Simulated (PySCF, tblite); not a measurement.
# GaGeH5O2, a small molecule taken as a stand-in for a surface group (gallium hydroxide): NMR shifts, core binding energies and electronic excitations

Aim: the NMR shifts, core binding energies and electronic excitations of `[OH][Ga]([OH])[GeH3]`.

Programs: tblite 0.8.0 and PySCF 2.14.0. All values are calculated, for the isolated system unless a continuum is named. Atoms count from 0, parts from 1.

## Step 1: The system as given

9 atoms, charge 0, multiplicity 1; geometry: distance geometry start.

## Step 2: Geometry optimisation with GFN2-xTB

The job: settings as JSON, then the geometry in Å.

```
{"job": {"kind": "relax", "xc": "GFN2-xTB", "basis": "xTB"}, "charge": 0, "multiplicity": 1}
O     -0.223866     1.808850     1.747512
Ga     0.406982     0.293957     0.837963
O      1.585649    -0.794590     1.833395
Ge     0.924457     0.592609    -1.496806
H     -0.547261     2.648667     1.331842
H      2.162528    -1.490233     1.448473
H     -0.336896     0.943322    -2.237789
H      1.947833     1.696865    -1.647453
H      1.463418    -0.702494    -2.036246
```

With the program's defaults for keys left out, this is: GFN2-xTB geometry optimisation, gas phase.

Command:

```
$ OMP_NUM_THREADS=1 python cluster_run.py task.json out
```

One launch serves the whole session: the jobs run in the order shown.

What it wrote:

```text
step      E/eV     max force
  0    -377.33940    1.772
  1    -377.43985    1.461
  2    -377.58468    1.306
  3    -377.63227    0.834
  4    -377.65244    0.778
  5    -377.69624    0.537
  6    -377.70847    0.620
  7    -377.72948    0.419
  8    -377.73716    0.320
  9    -377.74787    0.337
 10    -377.75644    0.338
 11    -377.76500    0.281
 12    -377.77004    0.191
 13    -377.77347    0.165
 14    -377.77677    0.201
 15    -377.78255    0.310
 16    -377.79172    0.415
 17    -377.80088    0.348
 18    -377.80520    0.146
 19    -377.80675    0.114
 20    -377.80811    0.128
 21    -377.81064    0.190
 22    -377.81389    0.225
 23    -377.81683    0.168
 24    -377.81830    0.083
 25    -377.81865    0.039
 26    -377.81870    0.020
 27    -377.81872    0.012
 28    -377.81873    0.009
 29    -377.81875    0.011
 30    -377.81876    0.014
 31    -377.81878    0.017
 32    -377.81879    0.013
 33    -377.81880    0.005
```

Run time: 0.69 s. Hardware: 1 thread of Arm Neoverse N1, shared host.

The steps of the relaxation: (not every step is listed)

| step | energy from step 0 (eV) | largest force (eV/Å) |
| --- | --- | --- |
| 0 | 0.0000 | 1.7721 |
| 1 | -0.1004 | 1.4605 |
| 2 | -0.2453 | 1.3054 |
| 3 | -0.2929 | 0.8338 |
| 4 | -0.3130 | 0.7774 |
| 5 | -0.3568 | 0.5379 |
| 6 | -0.3691 | 0.6196 |
| 7 | -0.3901 | 0.4189 |
| 8 | -0.3978 | 0.3199 |
| 10 | -0.4170 | 0.3386 |
| 12 | -0.4306 | 0.1906 |
| 14 | -0.4374 | 0.2008 |
| 16 | -0.4523 | 0.4151 |
| 18 | -0.4658 | 0.1458 |
| 20 | -0.4687 | 0.1280 |
| 22 | -0.4745 | 0.2254 |
| 24 | -0.4789 | 0.0827 |
| 26 | -0.4793 | 0.0208 |
| 28 | -0.4793 | 0.0093 |
| 29 | -0.4794 | 0.0103 |
| 30 | -0.4794 | 0.0137 |
| 31 | -0.4794 | 0.0173 |
| 32 | -0.4794 | 0.0124 |
| 33 | -0.4794 | 0.0055 |

Close pairs (by a distance rule), those that changed most:

| bond | before (Å) | after (Å) | change (Å) |
| --- | --- | --- | --- |
| Ga1–O2 | 1.888 | 1.735 | -0.153 |
| O0–Ga1 | 1.876 | 1.736 | -0.140 |
| O0–H4 | 0.991 | 0.954 | -0.037 |
| O2–H5 | 0.982 | 0.954 | -0.028 |
| Ga1–Ge3 | 2.410 | 2.423 | +0.013 |
| Ge3–H7 | 1.513 | 1.504 | -0.009 |
| Ge3–H6 | 1.504 | 1.504 | -0.001 |
| Ge3–H8 | 1.503 | 1.503 | +0.000 |

## Step 3: Geometry optimisation at PBE0-D3(BJ)/def2-SVP

The job: settings as JSON, then the geometry in Å.

```
{"job": {"xc": "PBE0", "basis": "def2-SVP", "d3": "d3bj", "grid": 2, "kind": "geom", "shake": 0.01}, "charge": 0, "multiplicity": 1}
O     -0.959229     1.074727     1.828884
Ga    -0.095401    -0.047255     0.866245
O      0.569232    -1.270588     1.883599
Ge     0.192318     0.070289    -1.543148
H     -1.476957     1.880621     1.599426
H      1.136722    -2.024357     1.725006
H     -1.118057     0.381329    -2.250911
H      1.151739     1.125884    -1.992986
H      0.643882    -1.213798    -2.124665
```

What it wrote:

```text
step   0  E = -4154.06320645  max force = 0.043151
step   1  E = -4154.07342220  max force = 0.014078
step   2  E = -4154.07421254  max force = 0.003255
step   3  E = -4154.07427635  max force = 0.000927
step   4  E = -4154.07428678  max force = 0.000575
step   5  E = -4154.07429365  max force = 0.000247
optimisation converged
```

Run time: 82 s. Hardware: 1 thread of Arm Neoverse N1, shared host; peak memory 0.6 GiB.

The steps of the relaxation:

| step | energy from step 0 (eV) | largest force component (eV/Å) |
| --- | --- | --- |
| 0 | 0.0000 | 2.2189 |
| 1 | -0.2780 | 0.7239 |
| 2 | -0.2995 | 0.1674 |
| 3 | -0.3012 | 0.0477 |
| 4 | -0.3015 | 0.0296 |
| 5 | -0.3017 | 0.0127 |

Close pairs (by a distance rule), those that changed most:

| bond | before (Å) | after (Å) | change (Å) |
| --- | --- | --- | --- |
| O0–Ga1 | 1.712 | 1.781 | +0.069 |
| Ge3–H8 | 1.480 | 1.540 | +0.060 |
| Ga1–O2 | 1.724 | 1.782 | +0.057 |
| Ge3–H7 | 1.496 | 1.541 | +0.045 |
| O0–H4 | 0.985 | 0.962 | -0.023 |
| Ge3–H6 | 1.521 | 1.540 | +0.019 |
| O2–H5 | 0.957 | 0.962 | +0.005 |
| Ga1–Ge3 | 2.429 | 2.432 | +0.002 |

The end geometry stands in the next job.

| at the end point | value |
| --- | --- |
| point group (found at 0.08 Å tolerance) | C1 |
| rotational constants (GHz, main isotopes) | 5.978, 1.372, 1.132 |
| dipole moment (D) | 2.98 |

## Step 4: Shielding tensors: PBE0/pcSseg-2

The job: settings as JSON, then the geometry in Å.

```
{"job": {"kind": "nmr", "xc": "PBE0", "basis": "pcSseg-2"}, "charge": 0, "multiplicity": 1}
O     -1.008120     1.142246     1.876650
Ga    -0.094174    -0.038541     0.905020
O      0.598469    -1.281432     1.977548
Ge     0.169995     0.047076    -1.510713
H     -1.426623     1.846984     1.373901
H      1.109738    -1.961141     1.528424
H     -1.170260     0.372998    -2.196320
H      1.179771     1.143828    -1.900579
H      0.685428    -1.295200    -2.062537
```

Method: GIAO PBE0/pcSseg-2 NMR shielding, non-relativistic, gas phase.

What it wrote:

```text
coarse grid: 37552 points
cycle   1  E = -4154.5133974937  dE = -9.455e-01  |g| = 1.851e+00  |ddm| = 2.174e+00
cycle   2  E = -4153.0823008668  dE =  1.431e+00  |g| = 3.307e+00  |ddm| = 2.167e+00
cycle   3  E = -4154.7988417645  dE = -1.717e+00  |g| = 5.331e-01  |ddm| = 1.917e+00
cycle   4  E = -4154.8496395981  dE = -5.080e-02  |g| = 1.946e-01  |ddm| = 3.278e-01
cycle   5  E = -4154.8529518767  dE = -3.312e-03  |g| = 3.808e-02  |ddm| = 7.058e-02
cycle   6  E = -4154.8531095835  dE = -1.577e-04  |g| = 1.338e-02  |ddm| = 2.346e-02
cycle   7  E = -4154.8531267971  dE = -1.721e-05  |g| = 3.893e-03  |ddm| = 5.676e-03
cycle   8  E = -4154.8531286946  dE = -1.898e-06  |g| = 7.638e-04  |ddm| = 2.429e-03
final grid: 75608 points
cycle   9  E = -4154.8531086117  dE =  1.398e-07  |g| = 1.343e-03  |ddm| = 1.239e-03
cycle  10  E = -4154.8531078434  dE =  7.684e-07  |g| = 2.489e-03  |ddm| = 1.626e-03
cycle  11  E = -4154.8531089308  dE = -1.087e-06  |g| = 1.065e-04  |ddm| = 1.038e-03
cycle  12  E = -4154.8531089327  dE = -1.861e-09  |g| = 2.187e-05  |ddm| = 6.438e-05
cycle  13  E = -4154.8531089328  dE = -4.275e-11  |g| = 2.828e-06  |ddm| = 1.040e-05
converged SCF energy = -4154.8531089328

GIAO shielding tensors (ppm)
atom      isotropic    diamagn.    paramagn.     s11        s22        s33       span
  0 O      222.867     382.426    -159.559     78.867    279.893    309.840    230.973
  1 Ga    1379.222    2640.616   -1261.395   1222.110   1400.942   1514.613    292.502
  2 O      221.311     382.788    -161.478     77.047    276.538    310.347    233.299
  3 Ge    1728.678    2755.734   -1027.057   1691.366   1724.930   1769.737     78.371
  4 H       28.693      32.333      -3.641     21.969     24.647     39.462     17.493
  5 H       28.668      32.355      -3.688     21.952     24.629     39.422     17.471
  6 H       27.785      28.355      -0.570     21.362     22.611     39.383     18.022
  7 H       27.738      28.304      -0.566     21.514     22.438     39.262     17.748
  8 H       27.840      28.407      -0.567     21.273     22.733     39.515     18.241
```

It took 87 s on 1 thread of Arm Neoverse N1, shared host; peak memory 1.1 GiB.

Shifts follow as δ = σ(reference) − σ, with reference shieldings (ppm) from runs at the same level and on the same kind of geometry: ¹H TMS 31.25, ¹⁷O H2O 328.2, ⁷³Ge GeMe4 1337, ⁷¹Ga GaH4- 1718. The references are single molecules in the gas phase, so shifts against H2O, NH3, PH3, H3PO4 or CFCl3 are not on the usual liquid scales and can be off by tens of ppm. Shifts against hydride references such as AlH4− lie on their own scale.

| atoms | environment | σ (ppm) | δ (ppm) |
| --- | --- | --- | --- |
| H7 | hydrogen on a germanium bonded to Ga | 27.74 | 3.51 |
| H6 | hydrogen on a germanium bonded to Ga | 27.79 | 3.46 |
| H8 | hydrogen on a germanium bonded to Ga | 27.84 | 3.40 |
| H5 | hydrogen on an oxygen bonded to Ga | 28.67 | 2.58 |
| H4 | hydrogen on an oxygen bonded to Ga | 28.69 | 2.55 |
| O2 | oxygen bonded to Ga, H | 221.3 | 106.8 |
| O0 | oxygen bonded to Ga, H | 222.9 | 105.3 |
| Ga1 | Ga bonded to Ge, 2 O | 1379 | 338 |
| Ge3 | germanium bonded to Ga, 3 H | 1729 | -391 |

Charges from the same density, by scheme (e):

| atoms | Mulliken | IAO | Hirshfeld | ESP fit |
| --- | --- | --- | --- | --- |
| O0 | -0.55 | -0.76 | -0.38 | -0.63 |
| Ga1 | 0.75 | 0.90 | 0.50 | 0.75 |
| O2 | -0.55 | -0.76 | -0.37 | -0.63 |
| Ge3 | 0.14 | 0.07 | 0.16 | -0.18 |

Mayer bond orders: O0–Ga1 1.00, Ga1–O2 1.01, Ga1–Ge3 0.94.

The fields below are evaluated on a grid from the run's orbitals.

Frontier orbitals at PBE0/pcSseg-2, with the share of their density that lies nearest to each atom:

| orbital | energy (eV) | lies on |
| --- | --- | --- |
| HOMO | -7.98 | Ge3 24 %; Ga1 20 %; O0, O2 about 17 % each |
| LUMO | -1.10 | Ga1 50 %; H7 11 %; Ge3 9 % |

ELF in a plane through or near 6 of the atoms.

Ten even steps from '0' (0.00) to '9' (1.00):
```
0000000000000000000000000000
0000000000000000000000000000
0000000000000000000000000000
0000000000000000132100000000
0000000000000002688521000000
0000000111000003799865410000
0000013443100002578678741000
0000034554333321366368731000
0000134321136631116776410000
0000022156624626561110000000
0000022156624626461110000000
0000268642236631116776410000
0001699999643321366458741000
0001699999720001478678741000
0000299999510003799865410000
0000002443000002688621000000
0000000000000000122100000000
0000000000000000000000000000
0000000000000000000000000000
0000000000000000000000000000
```
The map spans 9.3 Å across and 9.8 Å up, centred on the molecule. Atoms in the plane (x, y in Å): O0 (1.9, 1.5), Ga1 (0.9, 0.0), O2 (2.0, -1.4), Ge3 (-1.5, 0.0), H4 (1.4, 2.3), H5 (1.5, -2.3).

On the surface of density 0.002 e/bohr³ the electrostatic potential runs, from the 1st to the 99th percentile, from -1.80 V near O2 to 2.29 V near Ga1.

## Step 5: Core holes by ΔSCF: SCAN, X2C

The job, as its differences from that of step 4:

```diff
@@ -1,2 +1,2 @@
-{"job": {"kind": "nmr", "xc": "PBE0", "basis": "pcSseg-2"}, "charge": 0, "multiplicity": 1}
+{"job": {"kind": "xps", "holes": 5}, "charge": 0, "multiplicity": 1}
 O     -1.008120     1.142246     1.876650
```

With the program's defaults for keys left out, this is: delta-SCF UKS SCAN, pcX-2 on the ionised atom, pcseg-1 elsewhere, spin-free X2C.

What it wrote:

```text
ground state, core basis on atom 0 (O), 138 functions
  cycle   1  E = -4186.98308278  |g| = 1.17e+00
  cycle   2  E = -4184.40664589  |g| = 3.38e+00
  cycle   3  E = -4187.21828659  |g| = 2.82e-01
  cycle   4  E = -4187.21313444  |g| = 3.84e-01
  cycle   5  E = -4187.24083943  |g| = 6.94e-02
  cycle   6  E = -4187.24216961  |g| = 1.98e-02
  cycle   7  E = -4187.24226614  |g| = 3.84e-03
  cycle   8  E = -4187.24227008  |g| = 7.26e-04
  cycle   9  E = -4187.24226607  |g| = 2.16e-04
  E(ground) = -4187.63432398 Eh
hole in O 1s of atom 0
  cycle   1  E = -4166.64766975  |g| = 2.22e+00
  cycle   2  E = -4166.09559107  |g| = 2.24e+00
  cycle   3  E = -4167.40524396  |g| = 4.61e-01
  cycle   4  E = -4167.36606863  |g| = 5.23e-01
  cycle   5  E = -4167.47707839  |g| = 1.18e-01
  cycle   6  E = -4167.48343774  |g| = 3.30e-02
  cycle   7  E = -4167.48416936  |g| = 5.75e-03
  cycle   8  E = -4167.48418772  |g| = 1.81e-03
  cycle   9  E = -4167.48418692  |g| = 7.82e-04
  cycle  10  E = -4167.48418647  |g| = 1.99e-04
  E(ion) = -4167.87780916 Eh   <S^2> = 0.7630   hole on atom = 1.000   binding energy = 537.602 eV
ground state, core basis on atom 2 (O), 138 functions
  cycle   1  E = -4187.24131052  |g| = 1.30e-01
  cycle   2  E = -4187.23390210  |g| = 2.15e-01
  cycle   3  E = -4187.24259912  |g| = 4.62e-02
  cycle   4  E = -4187.24297612  |g| = 1.43e-02
  cycle   5  E = -4187.24301377  |g| = 3.71e-03
  cycle   6  E = -4187.24301528  |g| = 4.95e-04
  E(ground) = -4187.63432159 Eh
hole in O 1s of atom 2
  cycle   1  E = -4166.64906493  |g| = 2.22e+00
  cycle   2  E = -4166.09614181  |g| = 2.24e+00
  cycle   3  E = -4167.40729034  |g| = 4.58e-01
  cycle   4  E = -4167.37288087  |g| = 5.09e-01
  cycle   5  E = -4167.47815755  |g| = 1.18e-01
  cycle   6  E = -4167.48450107  |g| = 3.31e-02
  cycle   7  E = -4167.48524259  |g| = 5.66e-03
  cycle   8  E = -4167.48526013  |g| = 1.78e-03
  cycle   9  E = -4167.48526131  |g| = 7.49e-04
  cycle  10  E = -4167.48526106  |g| = 1.91e-04
  E(ion) = -4167.87762863 Eh   <S^2> = 0.7629   hole on atom = 1.000   binding energy = 537.607 eV
```

It took 19 s on 1 thread of Arm Neoverse N1, shared host; peak memory 0.46 GiB.

Binding energies by hole, beside the orbital energy of the ground state; the difference holds orbital relaxation and, for a density functional, its self-interaction error:

| hole | stands for | environment | ΔSCF (eV) | −ε (eV) | ⟨S²⟩ |
| --- | --- | --- | --- | --- | --- |
| O1s on O0 | O0 | oxygen bonded to Ga, H | 537.60 | 516.4 | 0.763 |
| O1s on O2 | O2 | oxygen bonded to Ga, H | 537.61 | 516.4 | 0.763 |

## Step 6: Excited states and response: CAM-B3LYP/def2-SVPD

The job, as its differences from that of step 5:

```diff
@@ -1,2 +1,2 @@
-{"job": {"kind": "xps", "holes": 5}, "charge": 0, "multiplicity": 1}
+{"job": {"kind": "uv", "xc": "CAM-B3LYP", "basis": "def2-SVPD", "nstates": 6, "ntriplets": 2, "ip": true}, "charge": 0, "multiplicity": 1}
 O     -1.008120     1.142246     1.876650
```

With the program's defaults for keys left out, this is: TDDFT CAM-B3LYP/def2-SVPD, vertical, gas phase, core orbitals frozen in the response.

What it wrote:

```text
coarse grid: 37552 points
cycle   1  E = -4154.6989740223  dE = -8.970e-01  |g| = 1.194e+00  |ddm| = 3.446e+00
cycle   2  E = -4154.1970457578  dE =  5.019e-01  |g| = 2.010e+00  |ddm| = 3.057e+00
cycle   3  E = -4154.9563898471  dE = -7.593e-01  |g| = 1.333e-01  |ddm| = 1.944e+00
cycle   4  E = -4154.9588290399  dE = -2.439e-03  |g| = 7.133e-02  |ddm| = 2.053e-01
cycle   5  E = -4154.9594189622  dE = -5.899e-04  |g| = 7.064e-03  |ddm| = 7.047e-02
cycle   6  E = -4154.9594325109  dE = -1.355e-05  |g| = 3.355e-03  |ddm| = 2.009e-02
cycle   7  E = -4154.9594343767  dE = -1.866e-06  |g| = 1.143e-03  |ddm| = 5.436e-03
final grid: 75608 points
cycle   8  E = -4154.9593946118  dE = -5.370e-08  |g| = 1.277e-03  |ddm| = 2.902e-03
cycle   9  E = -4154.9593944781  dE =  1.338e-07  |g| = 1.581e-03  |ddm| = 2.229e-03
cycle  10  E = -4154.9593948081  dE = -3.300e-07  |g| = 1.667e-04  |ddm| = 1.313e-03
cycle  11  E = -4154.9593948127  dE = -4.626e-09  |g| = 1.915e-05  |ddm| = 1.534e-04
cycle  12  E = -4154.9593948129  dE = -1.646e-10  |g| = 8.686e-06  |ddm| = 6.887e-05
converged SCF energy = -4154.9593948129

Static polarisability (au): isotropic 71.152, principal 57.578 69.593 86.286

Singlet excitations
state   eV       nm        f      main configurations
  1   5.7833    214.4   0.02423   H->L+1 0.94
  2   6.3972    193.8   0.32948   H->L 0.91
  3   6.7032    185.0   0.00552   H->L+2 0.47, H-1->L+1 0.43
  4   6.7854    182.7   0.00001   H-1->L 0.81
  5   7.1707    172.9   0.11355   H->L+2 0.46, H-1->L+1 0.46
  6   7.2602    170.8   0.06172   H-2->L 0.45, H-1->L+2 0.41

Triplet excitations (Tamm-Dancoff, eV): 5.0943 5.5667
Vertical ionisation energy (delta-SCF) = 10.2187 eV
Vertical electron affinity (delta-SCF) = -0.3796 eV
```

Run time: 2.4 min. Hardware: 1 thread of Arm Neoverse N1, shared host; peak memory 0.84 GiB.

The orbitals next to the gap, with their largest atomic shares:

| orbital | eV | atoms |
| --- | --- | --- |
| HOMO−3 | -11.12 | O0 27 %, O2 26 %, Ge3 17 % |
| HOMO−2 | -10.88 | O2 38 %, O0 37 %, Ga1 9 % |
| HOMO−1 | -10.25 | O0 44 %, O2 43 %, Ga1 6 % |
| HOMO | -9.35 | Ge3 30 %, Ga1 21 %, O0 17 % |
| LUMO | -0.20 | Ga1 44 %, Ge3 24 %, O2 6 % |
| LUMO+1 | -0.18 | Ga1 44 %, Ge3 26 %, O2 10 % |
| LUMO+2 | 0.65 | Ge3 28 %, Ga1 24 %, O0 14 % |

With each of the 6 states as a Gaussian band of 0.4 eV half-width at 1/e, the curve within the window shown has maxima at 194 nm (ε 14,000), 173 nm (ε 7,400) L/(mol cm). Beyond the last state computed it falls off for lack of states. The curve at chosen wavelengths:

```json
{"nm": "164", "ε (L/mol/cm)": "3210"}
{"nm": "167", "ε (L/mol/cm)": "5214"}
{"nm": "170", "ε (L/mol/cm)": "6780"}
{"nm": "173", "ε (L/mol/cm)": "7351"}
{"nm": "176", "ε (L/mol/cm)": "7112"}
{"nm": "179", "ε (L/mol/cm)": "6893"}
{"nm": "182", "ε (L/mol/cm)": "7525"}
{"nm": "185", "ε (L/mol/cm)": "9215"}
{"nm": "188", "ε (L/mol/cm)": "11406"}
{"nm": "191", "ε (L/mol/cm)": "13151"}
{"nm": "194", "ε (L/mol/cm)": "13682"}
{"nm": "197", "ε (L/mol/cm)": "12793"}
{"nm": "200", "ε (L/mol/cm)": "10838"}
{"nm": "203", "ε (L/mol/cm)": "8439"}
{"nm": "206", "ε (L/mol/cm)": "6158"}
{"nm": "209", "ε (L/mol/cm)": "4317"}
{"nm": "212", "ε (L/mol/cm)": "2989"}
{"nm": "215", "ε (L/mol/cm)": "2093"}
{"nm": "218", "ε (L/mol/cm)": "1499"}
{"nm": "221", "ε (L/mol/cm)": "1092"}
{"nm": "224", "ε (L/mol/cm)": "796"}
{"nm": "227", "ε (L/mol/cm)": "571"}
{"nm": "230", "ε (L/mol/cm)": "398"}
{"nm": "233", "ε (L/mol/cm)": "268"}
{"nm": "236", "ε (L/mol/cm)": "174"}
{"nm": "239", "ε (L/mol/cm)": "108"}
```

Further results of this job:

| property | computed |
| --- | --- |
| dipole moment (D) | 3.44 |
| polarisability (Å³) | 10.54 |
| HOMO–LUMO gap (eV) | 9.15 |
| −ε(HOMO) (eV) | 9.35 |

## Step 7: What came out

```
                                 quantity                                             value
                              point group                                                C1
     rotational constants (main isotopes)                              5.98, 1.37, 1.13 GHz
    ¹H shifts against TMS (PBE0/pcSseg-2)                  3.51, 3.46, 3.40, 2.58, 2.55 ppm
   ¹⁷O shifts against H2O (PBE0/pcSseg-2)                                  106.8, 105.3 ppm
⁷¹Ga shifts against GaH4- (PBE0/pcSseg-2)                                           338 ppm
⁷³Ge shifts against GeMe4 (PBE0/pcSseg-2)                                          -391 ppm
    surface potential, 1st and 99th percentile                                -1.80 V and 2.29 V
         O1s binding energies, SCAN/pcX-2                           O2 537.61, O0 537.60 eV
     lowest singlet (CAM-B3LYP/def2-SVPD)                       5.78 eV (214 nm), f = 0.024
 brightest single state of those computed                       state 2, 6.40 eV, f = 0.329
                           lowest triplet                                           5.09 eV
        vertical ionisation energy (ΔSCF)                                          10.22 eV
        vertical electron affinity (ΔSCF)  -0.38 eV (unbound: the value hangs on the basis)
```

**Reading.** Relaxing lowered the energy by 0.302 eV in 5 steps; the close pair that moved most is O0–Ga1, from 1.712 to 1.781 Å (PBE0/def2-SVP). At PBE0/pcSseg-2: The widest tensor belongs to Ga1: span 293 ppm, with a paramagnetic part of -1261 ppm. By nearest atom (PBE0/pcSseg-2), the HOMO sits on Ge3 24 %; Ga1 20 % and the LUMO on Ga1 50 %; H7 11 %. The O1s levels computed lie within 0.00 eV of one another, too close to rank. The lowest singlet, at 5.78 eV, is HOMO→LUMO+1 0.94 and is weak; of the 6 states computed, the strongest absorption comes from state 2 at 6.40 eV. The lowest triplet lies 0.69 eV below the lowest singlet (triplets in Tamm-Dancoff, singlets in full TDDFT). The orbital energy would give 9.35 eV for ionisation, ΔSCF gives 10.22 eV. Spin-orbit coupling is left out, which matters for shieldings and couplings at and beside the heavy atoms.
